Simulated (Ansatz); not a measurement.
**AlBrF₂H₂: a barrier at many levels of theory**

Aim: the barrier and energy of one elementary step (Al1–Br6 tightened, H2–H5 formed, Al1–H2 broken, H5–Br6 broken) from LDA up to coupled cluster, on fixed structures, to see where each rung fails.

Computed with Ansatz 0.2.0, Gaussian basis. Level: single points in def2-TZVPP on PBE0-D4/def2-TZVP structures.

Levels: SPW92, PBE-D4, BLYP-D4, r2SCAN-D4, B97M-V, PBE0-D4, B3LYP-D4, r2SCAN0-D4, BHLYP-D4, CAM-B3LYP-D4, wB97X-V, wB97M-V, B2PLYP, PBE-QIDH, RPA on PBE, Hartree-Fock, MP2, CCSD, CCSD(T). The reference is CCSD(T) at the basis limit, from triple and quadruple zeta. Zero-point energies come from PBE0-D4 vibrations.

Cores are frozen in the correlated methods. Filled d shells of the heavier atoms are correlated. B3LYP uses VWN-RPA correlation. B2PLYP carries no dispersion term here.

23 further runs of the same task are left out: 23 set aside as unsound or not needed.

**1. Start, saddle and end, as given**

Charge 0, multiplicity 1. The folders r, ts and p hold the start, the saddle and the end; their coordinates stand in the first inputs.

```
   pair  r (Å)  ts (Å)  p (Å)
Al1–Br6  2.736   2.573  2.227
  H2–H5  3.903   1.364  0.757
 Al1–H2  1.565   1.631  2.189
 H5–Br6  1.427   1.552  3.160
```

**2. wB97M-V/def2-TZVPP**

The input, r/in.yaml:

```yaml
crystal:
  periodic: [false, false, false]
  atoms:
    - {symbol: Al, position_ang: [-0.334192, 0.782368, 0.013621]}
    - {symbol: H, position_ang: [0.179183, 1.664115, -1.172908]}
    - {symbol: F, position_ang: [-0.101239, 1.278033, 1.568676]}
    - {symbol: F, position_ang: [-1.535275, -0.331784, -0.243813]}
    - {symbol: H, position_ang: [0.327648, -2.112602, -0.198344]}
    - {symbol: Br, position_ang: [1.463974, -1.280229, 0.032769]}
basis:
  gaussian: {orbitals: def2-TZVPP}
hamiltonian: {xc: {name: wB97M-V}}
```

The input, ts/in.yaml:

```yaml
crystal:
  periodic: [false, false, false]
  atoms:
    - {symbol: Al, position_ang: [-0.379993, 0.472515, 0.178122]}
    - {symbol: H, position_ang: [0.426760, 0.457508, -1.238771]}
    - {symbol: F, position_ang: [0.228096, 1.452237, 1.342726]}
    - {symbol: F, position_ang: [-1.983390, 0.143229, 0.097430]}
    - {symbol: H, position_ang: [0.869995, -0.742061, -0.764967]}
    - {symbol: Br, position_ang: [0.838631, -1.783528, 0.385462]}
basis:
  gaussian: {orbitals: def2-TZVPP}
hamiltonian: {xc: {name: wB97M-V}}
```

The input, p/in.yaml:

```yaml
crystal:
  periodic: [false, false, false]
  atoms:
    - {symbol: Al, position_ang: [-0.321893, -0.026277, 0.574012]}
    - {symbol: H, position_ang: [0.646439, 0.679041, -1.258278]}
    - {symbol: F, position_ang: [0.345115, 1.367991, 1.114913]}
    - {symbol: F, position_ang: [-1.832828, 0.015644, -0.051744]}
    - {symbol: H, position_ang: [0.545999, -0.049851, -1.437687]}
    - {symbol: Br, position_ang: [0.617266, -1.986648, 1.058787]}
basis:
  gaussian: {orbitals: def2-TZVPP}
hamiltonian: {xc: {name: wB97M-V}}
```

The command line of these runs was not kept.

After this run come: CCSD(T)/def2-TZVPP; MP2/def2-QZVPP; Vibrations of the start structure; Vibrations of the end structure.

Q: Predict the outcome of this session. Wanted: barrier, CCSD(T)/CBS; reverse barrier, CCSD(T)/CBS; step energy, CCSD(T)/CBS; barrier with zero-point energy; step energy with zero-point energy; imaginary mode at the saddle; largest T1 diagnostic.

**Answer**, as computed:

```
                          quantity           value
              barrier, CCSD(T)/CBS   10.5 kcal/mol
      reverse barrier, CCSD(T)/CBS   36.9 kcal/mol
          step energy, CCSD(T)/CBS  -26.4 kcal/mol
    barrier with zero-point energy    9.9 kcal/mol
step energy with zero-point energy  -26.3 kcal/mol
      imaginary mode at the saddle       576i cm⁻¹
             largest T1 diagnostic           0.011
```

The functionals run from CAM-B3LYP-D4, off by 0.0 kcal/mol, to SPW92, off by -8.1 kcal/mol, against CCSD(T)/CBS. By rung, the mean size of the error is: LDA 8.1, GGA 4.2, meta-GGA 3.1, hybrid 2.2, range-separated hybrid 0.2, double hybrid 1.0 kcal/mol. PBE-D4 gives a barrier 5.4 kcal/mol too low, outside chemical accuracy (1 kcal/mol). Every functional without exact exchange puts the barrier too low, the usual mark of self-interaction error, which favours the spread-out density of a saddle. The barrier rises with the share of exact exchange, from BLYP-D4 through B3LYP-D4 to BHLYP-D4 (-3.0, -1.5, +1.2 kcal/mol). Hartree-Fock, with no correlation, is off by +7.0 kcal/mol. Zero-point motion lowers the barrier by 0.5 kcal/mol.
